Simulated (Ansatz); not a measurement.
# YSi2Ni2: where the electrons are

For YSi2Ni2 at its listed geometry, this session asks how the density differs from that of free atoms, which states sit where, how the density follows a moved atom, how compression changes the bonding charge and how charge passes between sublattices.

Method: DFT r2SCAN, scalar-relativistic, plane waves, PAW, in Ansatz 0.2.0.

## (1) The starting structure

It takes space group I4/mmm (No. 139, tetragonal). The conventional cell has a = 3.959 Å, b = 3.959 Å, c = 9.550 Å, α = 90.00°, β = 90.00°, γ = 90.00°. Y (site symmetry 4/mmm) is surrounded by 8 Si at 3.06 Å and 8 Ni at 3.10 Å. Si (site symmetry 4mm) is surrounded by 4 Ni at 2.29 Å and 1 Si at 2.48 Å and 4 Y at 3.06 Å. Around Ni (site symmetry -4m2) lie 4 Si at 2.29 Å.

Coordinates:

```cif
data_structure
_symmetry_space_group_name_H-M 'I4/mmm'
_symmetry_Int_Tables_number 139
_cell_length_a 3.9590
_cell_length_b 3.9590
_cell_length_c 9.5500
_cell_angle_alpha 90.000
_cell_angle_beta 90.000
_cell_angle_gamma 90.000
_cell_volume 149.68
loop_
_atom_site_label
_atom_site_type_symbol
_atom_site_symmetry_multiplicity
_atom_site_Wyckoff_symbol
_atom_site_fract_x
_atom_site_fract_y
_atom_site_fract_z
_atom_site_occupancy
Y1 Y 2 a 0.00000 0.00000 0.00000 1
Si1 Si 4 e 0.00000 0.00000 0.37000 1
Ni1 Ni 4 d 0.00000 0.50000 0.25000 1
```

The structure comes from the Crystallography Open Database.

## (2) The base run

The input, input.yaml:

```yaml
crystal:
  lattice:
    - [3.959, 0.0, 0.0]
    - [0.0, 3.959, 0.0]
    - [-1.9795, -1.9795, 4.775]
  atoms:
    - { symbol: "Y", position: [0.0, 0.0, 0.0] }
    - { symbol: Si, position: [0.37, 0.37, 0.74] }
    - { symbol: Si, position: [0.63, 0.63, 0.26] }
    - { symbol: Ni, position: [0.25, 0.75, 0.5], spin: 2.0 }
    - { symbol: Ni, position: [0.75, 0.25, 0.5], spin: 2.0 }
magnetization:
  spin_polarized: true
basis:
  ecutwfc: 500
  fft_grid_basis: typed
kpoints:
  mp_grid: { grid: [10, 10, 10] }
hamiltonian:
  xc: r2scan
  pseudopotentials: { kind: paw }
scf:
  occupations: { method: gaussian, width: 0.05 }
output:
  forces: true
  stress: true
  eigenvalues: true
  bader: true
  write_density: true
  volumetric_format: npy
  populations: true
  elf: true
```

Run with:

```console
$ ansatz run input.yaml --threads 2 --pin off --max-ram 4096MiB --backend cpu --events-out ev --progress --plain --runs-dir out
```

## (4) Densities by energy window

The windows are set from the levels of the base run, in eV from its Fermi level.

The input, input.yaml:

```yaml
crystal:
  lattice:
    - [3.959, 0.0, 0.0]
    - [0.0, 3.959, 0.0]
    - [-1.9795, -1.9795, 4.775]
  atoms:
    - { symbol: "Y", position: [0.0, 0.0, 0.0] }
    - { symbol: Si, position: [0.37, 0.37, 0.74] }
    - { symbol: Si, position: [0.63, 0.63, 0.26] }
    - { symbol: Ni, position: [0.25, 0.75, 0.5] }
    - { symbol: Ni, position: [0.75, 0.25, 0.5] }
magnetization:
  spin_polarized: true
basis:
  ecutwfc: 500
  fft_grid_basis: typed
kpoints:
  mp_grid: { grid: [10, 10, 10] }
hamiltonian:
  xc: r2scan
  pseudopotentials: { kind: paw }
scf:
  occupations: { method: gaussian, width: 0.05 }
  n_extra_bands: 8
output:
  forces: true
  stress: false
  eigenvalues: true
  bader: false
  write_density: false
  volumetric_format: npy
  populations: true
  band_densities:
    - { e_range: [-0.25, 0.25] }
    - { e_range: [-1.2, 0.0] }
    - { e_range: [0.0, 1.2] }
    - { e_range: [-5.94, -3.95] }
    - { e_range: [-3.95, -1.97] }
    - { e_range: [-11.64, -6.9] }
    - { e_range: [-23.24, -23.0] }
  dos:
    e_range: [-30, 8]
    de: 0.02
    method: { smearing: { sigma: 0.03, scheme: gaussian } }
    projected: { site_lists: { Ni: [Ni], Si: [Si], "Y": ["Y"] } }
checkpoint:
  read: start.run
  write: ck
  compress: false
  write_wavefunctions: false
  write_every: 100000
```

## (5) Moving Si3 by 0.15 Å

The shift is (0.150, 0.000, 0.000) Å; all periodic copies of the atom move with it.

Edit input.yaml of step 2 so:

```diff
@@ -8,5 +8,5 @@
     - { symbol: Si, position: [0.37, 0.37, 0.74] }
-    - { symbol: Si, position: [0.63, 0.63, 0.26] }
-    - { symbol: Ni, position: [0.25, 0.75, 0.5], spin: 2.0 }
-    - { symbol: Ni, position: [0.75, 0.25, 0.5], spin: 2.0 }
+    - { symbol: Si, position: [0.6678883556, 0.63, 0.26] }
+    - { symbol: Ni, position: [0.25, 0.75, 0.5] }
+    - { symbol: Ni, position: [0.75, 0.25, 0.5] }
 magnetization:
@@ -31,2 +31 @@
   populations: true
-  elf: true
```

## (6) The cell at 90 % of its volume

Fractional coordinates and the k mesh are kept.

Edit input.yaml of step 2 so:

```diff
@@ -2,5 +2,5 @@
   lattice:
-    - [3.959, 0.0, 0.0]
-    - [0.0, 3.959, 0.0]
-    - [-1.9795, -1.9795, 4.775]
+    - [3.8223724737, 0.0, 0.0]
+    - [0.0, 3.8223724737, 0.0]
+    - [-1.9111862368, -1.9111862368, 4.6102118115]
   atoms:
@@ -9,4 +9,4 @@
     - { symbol: Si, position: [0.63, 0.63, 0.26] }
-    - { symbol: Ni, position: [0.25, 0.75, 0.5], spin: 2.0 }
-    - { symbol: Ni, position: [0.75, 0.25, 0.5], spin: 2.0 }
+    - { symbol: Ni, position: [0.25, 0.75, 0.5] }
+    - { symbol: Ni, position: [0.75, 0.25, 0.5] }
 magnetization:
```

## (7) The crystal without its Y atoms

The atoms left keep their places in the same cell.

The input, input.yaml:

```yaml
crystal:
  lattice:
    - [3.959, 0.0, 0.0]
    - [0.0, 3.959, 0.0]
    - [-1.9795, -1.9795, 4.775]
  atoms:
    - { symbol: Si, position: [0.37, 0.37, 0.74], spin: 1.0 }
    - { symbol: Si, position: [0.63, 0.63, 0.26], spin: 1.0 }
    - { symbol: Ni, position: [0.25, 0.75, 0.5], spin: 1.0 }
    - { symbol: Ni, position: [0.75, 0.25, 0.5], spin: 1.0 }
magnetization:
  spin_polarized: true
basis:
  ecutwfc: 500
  fft_grid_basis: typed
kpoints:
  mp_grid: { grid: [10, 10, 10] }
hamiltonian:
  xc: r2scan
  pseudopotentials: { kind: paw }
scf:
  occupations: { method: gaussian, width: 0.1 }
output:
  forces: true
  stress: true
  eigenvalues: true
  bader: true
  write_density: true
  volumetric_format: npy
  populations: true
```

## (8) The Y sublattice alone

The atoms left keep their places in the same cell.

The input, input.yaml:

```yaml
crystal:
  lattice:
    - [3.959, 0.0, 0.0]
    - [0.0, 3.959, 0.0]
    - [-1.9795, -1.9795, 4.775]
  atoms:
    - { symbol: "Y", position: [0.0, 0.0, 0.0] }
basis:
  ecutwfc: 500
  fft_grid_basis: typed
kpoints:
  mp_grid: { grid: [10, 10, 10] }
hamiltonian:
  xc: r2scan
  pseudopotentials: { kind: paw }
scf:
  occupations: { method: gaussian, width: 0.1 }
output:
  forces: true
  stress: true
  eigenvalues: true
  bader: true
  write_density: true
  volumetric_format: npy
```

(Steps that only read results are left out.)

Q: Predict the outcome of this session. Wanted: gap on the mesh; pressure; Bader charges; the states at the Fermi level; stiffness against the shift of Si3; at 90 % volume.

The runs gave:

| quantity | value |
| --- | --- |
| gap on the mesh | none (metal) |
| pressure | -1.4 GPa |
| Bader charges | Y +1.74, Si -0.25, Ni -0.62 e |
| the states at the Fermi level | Ni 3d (50 %), Y 4d (25 %) and Si 3p (25 %) |
| stiffness against the shift of Si3 | 11.0 eV/Å² |
| at 90 % volume | 17.6 GPa, gap none (metal), Bader Y +1.68, Si -0.03, Ni -0.82 e |

What this shows: Ni–Si goes from 2.29 to 2.21 Å with the volume, and the deformation density at its midpoint from +0.06 to +0.07 e/Å³.
